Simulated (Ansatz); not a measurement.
# HBr: the cost of one run

Method: DFT r2SCAN, scalar-relativistic, plane waves, PAW, in Ansatz 0.2.0.

1 further run of the same task is left out (set aside as unsound or not needed).

## 1. The structure to begin with

Symmetry: I4/mmm, No. 139, tetragonal system. The conventional cell has a = 5.446 Å, b = 5.446 Å, c = 3.342 Å, α = 90.00°, β = 90.00°, γ = 90.00°. Around H (site symmetry 4/mmm) lie 2 Br at 1.67 Å. Br (site symmetry 4/mmm) has 2 H at 1.67 Å as nearest neighbours.

Structure file:

```cif
data_structure
_symmetry_space_group_name_H-M 'P 1'
_symmetry_Int_Tables_number 1
_cell_length_a 5.4459
_cell_length_b 4.1979
_cell_length_c 4.1977
_cell_angle_alpha 80.881
_cell_angle_beta 49.561
_cell_angle_gamma 49.558
_cell_volume 49.56
loop_
_atom_site_label
_atom_site_type_symbol
_atom_site_fract_x
_atom_site_fract_y
_atom_site_fract_z
_atom_site_occupancy
H1 H 0.00000 0.00000 0.00000 1
Br1 Br 0.50000 0.50000 0.50000 1
```

It is the result of an earlier relaxation at this level (volume 24.78 Å³/atom; gap on the mesh: 1.44 eV).

## 2. Relaxing with r2SCAN

The input, input.yaml:

```yaml
crystal:
  lattice:
    - [0.0, 3.8507205737, 3.8509611666]
    - [1.671151356, 0.0, 3.8509611666]
    - [1.671151356, 3.8507205737, 0.0]
  atoms:
    - { symbol: H, position: [0.0, 0.0, 0.0] }
    - { symbol: Br, position: [0.5, 0.5, 0.5] }
basis:
  ecutwfc: 500
kpoints:
  mp_grid: { grid: [10, 10, 10] }
hamiltonian:
  xc: r2scan
scf:
  occupations: { method: fixed }
output:
  forces: true
  stress: true
  eigenvalues: true
relax:
  adjacent_minimum: "off"
  f_tol: 0.001
  max_steps: 60
  cell: { stress_tol: 0.01 }
```

What time and memory should one allow on 1 thread of an x86-64 CPU, shared host?

About 45 s, with a peak of 0.62 GiB.
